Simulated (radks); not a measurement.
# The Coulomb parameter U of the 4f shell of Nd³⁺

Aim: U as the second difference [E(n + 1) + E(n − 1) − 2E(n)]/1², with all orbitals relaxed. Bare: the atom's charge changes with n. Screened: the 6p shell takes up the change. The start is a model configuration, not necessarily the ground state.

Program: radks (a radial shooting solver on a logarithmic mesh, Libxc functionals) version 1. Level of theory: scalar-relativistic Kohn-Sham, LDA (Slater exchange, Perdew-Wang correlation), spin-unpolarised, spherical densities, finite nucleus. These are calculated values, not measurements, unless marked.

## 1. The atom as given

| Property | Result |
| --- | --- |
| element | neodymium (Z = 60) |
| charge | +3 |
| electrons | 57 |
| configuration | [Xe] 4f2 6p1 |
| nuclear rms radius | 4.9123 fm |

Outer shells as boxes (Hund's rule):

Nd³⁺
```
[Xe] core
4f [↑ ][↑ ][  ][  ][  ][  ][  ]
6p [↑ ][  ][  ]
```

## 2. Start: [Xe] 4f2 6p1

The run's settings:

```text
Z 60
configuration [Xe] 4f2 6p1
relativity scalar-relativistic
functional lda,pw
spin unpolarised
nucleus finite rms 4.9123 fm
c 137.035999084
```

## 3. Bare +1: [Xe] 4f3 6p1

Input: that of step 2 with these lines changed.

```diff
@@ -1,3 +1,3 @@
 Z 60
-configuration [Xe] 4f2 6p1
+configuration [Xe] 4f3 6p1
 relativity scalar-relativistic
```

## 4. Bare -1: [Xe] 4f1 6p1

Input: that of step 3 with these lines changed.

```diff
@@ -1,3 +1,3 @@
 Z 60
-configuration [Xe] 4f3 6p1
+configuration [Xe] 4f1 6p1
 relativity scalar-relativistic
```

## 5. Screened +1: [Xe] 4f3

Input: that of step 4 with these lines changed.

```diff
@@ -1,3 +1,3 @@
 Z 60
-configuration [Xe] 4f1 6p1
+configuration [Xe] 4f3
 relativity scalar-relativistic
```

## 6. Screened -1: [Xe] 4f1 6p2

Input: that of step 5 with these lines changed.

```diff
@@ -1,3 +1,3 @@
 Z 60
-configuration [Xe] 4f3
+configuration [Xe] 4f1 6p2
 relativity scalar-relativistic
```

**Question.** What will these runs give?

**Answer**, as computed:

```
                  quantity  value (eV)
                   U, bare      19.202
         U, screened by 6p       9.145
F0(4f,4f), frozen orbitals      27.782
```

Relaxing the orbitals brings U down to 69 % of the Slater integral F0. Letting 6p compensate leaves 48 % of the bare value; this second difference measures U(4f,4f) + U(6p,6p) − 2U(4f,6p). A solid screens further than the bare atom, so the bare value is an upper guide for the U of a crystal.
